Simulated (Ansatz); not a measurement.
# FGaH₄O₂Si: how energies converge with the basis set

One table from this session's results is given with a row withheld; the runs are named, their logs left out.

Computed with Ansatz 0.2.0, Gaussian basis. Level: one geometry, several basis sets.

The runs, in order: PBE0-D4/def2-SVP; ωB97M-V/def2-SVP; PBE0-D4/def2-QZVPP; ωB97M-V/def2-QZVPP; the functionals' def2-TZVPP values are taken from earlier runs.

**The relaxed structure**

All runs share one geometry, relaxed beforehand with PBE0-D4 in a triple-zeta def2 set.

9 atoms, charge 0, spin multiplicity 1.

Atoms are counted from 1 here; the program's logs count them from 0.

Bond lengths: O1–Ga2 1.850 Å, O1–H6 0.960 Å, Si3–O4 1.612 Å, Si3–F5 1.599 Å, Si3–H7 1.496 Å, Si3–H8 1.476 Å, O4–H9 0.984 Å. Angles: Ga2–O1–H6 123.6°, O4–Si3–F5 112.7°, O4–Si3–H7 110.5°, O4–Si3–H8 109.3°, F5–Si3–H7 104.8°, F5–Si3–H8 107.2°, H7–Si3–H8 112.2°, Si3–O4–H9 114.5°.

The first run:

in.yaml reads:

```yaml
crystal:
  periodic: [false, false, false]
  atoms:
    - {symbol: O, position_ang: [-1.471610, 0.589121, 1.205624]}
    - {symbol: Ga, position_ang: [-0.465955, 2.078344, 1.644796]}
    - {symbol: Si, position_ang: [1.057315, -0.517322, -0.884700]}
    - {symbol: O, position_ang: [-0.109879, -1.315884, -0.110243]}
    - {symbol: F, position_ang: [0.583658, 0.039379, -2.306527]}
    - {symbol: H, position_ang: [-2.427829, 0.551832, 1.283716]}
    - {symbol: H, position_ang: [1.461950, 0.698881, -0.113315]}
    - {symbol: H, position_ang: [2.193099, -1.427885, -1.128489]}
    - {symbol: H, position_ang: [-0.732049, -0.742765, 0.391936]}
basis:
  gaussian: {orbitals: def2-SVP}
hamiltonian: {xc: pbe0, dispersion: d4}
output: {orbitals: {seedname: orbitals}}
```

Run with:

```
$ ansatz run in.yaml --threads 4 --pin off --events-out ev --progress --plain --max-ram 10444MiB
```

Steps of the session up to this table: PBE0-D4 in def2-SVP; ωB97M-V in def2-SVP; PBE0-D4 in def2-QZVPP; ωB97M-V in def2-QZVPP.

One of the session's tables, all rows but one given; the rest of the session is left out.

It belongs to the step «Functionals by basis». 

```
functional       basis  HOMO (eV)  LUMO (eV)
   PBE0-D4    def2-SVP      -7.56      -1.57
   PBE0-D4  def2-TZVPP      -7.61      -1.60
   PBE0-D4  def2-QZVPP      -7.64      -1.65
   ωB97M-V    def2-SVP      -9.72       0.20
   ωB97M-V  def2-TZVPP          ?          ?
   ωB97M-V  def2-QZVPP      -9.83      -0.05
```

Estimate the missing values for ωB97M-V, def2-TZVPP.

**Answer.** HOMO (eV): -9.79; LUMO (eV): 0.14. In the column «HOMO (eV)» it lies between ωB97M-V, def2-QZVPP (-9.83) and ωB97M-V, def2-SVP (-9.72).
